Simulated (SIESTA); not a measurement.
## Bi2Te3 (Tellurobismuthite) under changes of volume

One of the cells (33.871 Å³/atom); the others are scaled copies at fixed shape and fractional positions:

```xyz
5
Lattice="2.1930 1.2661 10.1657 -2.1930 1.2661 10.1657 0.0000 -2.5323 10.1657" Properties=species:S:1:pos:R:3 pbc="T T T"
Bi    0.0000    0.0000   18.2982
Bi    0.0000    0.0000   12.1988
Te    0.0000    0.0000   24.1079
Te    0.0000    0.0000    6.3891
Te    0.0000    0.0000    0.0000
```

| Property | Result |
| --- | --- |
| Program | SIESTA 5.4.2 |
| Functional | LDA |
| Potentials or basis | PseudoDojo 0.4 standard (LDA files) |
| Basis | DZP (energy shift 0.003 Ry; two zetas on semicore shells) |
| Grid cutoff | 500 Ry |
| Energy shift | 0.003 Ry |
| k mesh | 5 × 5 × 5 |
| Occupations | fermi-dirac, width 0.05 eV |
| Spin | no spin polarisation |

| volume (Å³/atom) | energy over the lowest point (meV/atom) | pressure (GPa) | gap on the mesh (eV) | largest force (eV/Å) |
| --- | --- | --- | --- | --- |
| 31.839 | 11.37 | 2.7 | 0.16 | 0.444 |
| 32.517 | 2.96 | 1.3 | 0.18 | 0.296 |
| 33.194 | 0.00 | 0.1 | 0.19 | 0.164 |
| 33.871 | 1.90 | -1.0 | 0.21 | 0.112 |
| 34.549 | 8.13 | -1.9 | 0.22 | 0.085 |
| 35.226 | ? | ? | ? | ? |
| 35.904 | 31.75 | -3.6 | 0.24 | 0.295 |

Task: What does the run at 35.226 Å³/atom give?

Result: Energy over the lowest point 18.22 meV/atom; pressure -2.8 GPa; gap on the mesh 0.23 eV; largest force 0.194 eV/Å.

Worked out: A Birch-Murnaghan fit of order 3 (a polynomial in V^(-2/3)) to the other rows has its minimum at 33.26 Å³/atom with B0 = V·E''(V) = 56 GPa and B' = 4.6 at fixed shape and positions, which overstates the stiffness. It gives 18.21 meV/atom at 35.226 Å³/atom, against the run's 18.22, and -dE/dV = -2.8 GPa, against -2.8. A straight line through the other rows of the gap, of slope 0.665 eV per unit of ln V (its deformation potential), gives 0.23 eV, against the run's 0.23.

Energies are extrapolated to zero smearing.

Caveats: spin-orbit coupling is left out, which as a rule narrows the gap of such compounds by several tenths of an eV; an odd mesh through Γ misses points on the zone boundary, where band edges often lie; the basis of atomic orbitals isn't converged, which shifts pressures, moduli and gaps.
